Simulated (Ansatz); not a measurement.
A run of Ansatz 0.2.0:

input.yaml

```yaml
crystal:
  lattice:
    - [2.9263865524, 0.0, 0.0]
    - [-1.4631932762, 2.5343250957, 0.0]
    - [0.0, 0.0, 23.85520886]
  atoms:
    - { symbol: Ag, position: [0.66666667, 0.33333334, 0.3143967443] }
    - { symbol: Al, position: [0.0, 0.0, 0.4071983721] }
    - { symbol: Ag, position: [0.66666667, 0.33333334, 0.5] }
    - { symbol: Al, position: [0.0, 0.0, 0.5928016279] }
    - { symbol: Ag, position: [0.66666667, 0.33333334, 0.6856032557] }
hamiltonian:
  xc: r2scan
  pseudopotentials: { kind: paw }
kpoints:
  mp_grid: { grid: [10, 10, 1] }
scf:
  occupations: { method: fermi_dirac, width: 0.05 }
output:
  forces: true
  eigenvalues: true
  write_density: true
  write_potential: true
  elf: true
  volumetric_format: npy
relax:
  f_tol: 0.02
  max_steps: 40
  constraints: [{ sites: [0, 1] }]
efield:
  axis: 3
  dipole_correction: true
  ramp_width: 0.04
```

Potentials or basis: Ansatz PAW.

The run is started by

```sh
$ ansatz run input.yaml --threads 4 --pin off --max-ram 11264MiB --backend cpu --events-out ev --progress --plain --runs-dir out
```

Hardware: 4 threads of Arm Neoverse V1, on a shared host.

Estimate the wall time of this run.

Run time: 21 s on 4 threads of Arm Neoverse V1, with other jobs on the host, peak memory 0.86 GiB. Counts: scf iterations 22, plane waves 4551, k points 14, bands 38, ion steps 3.
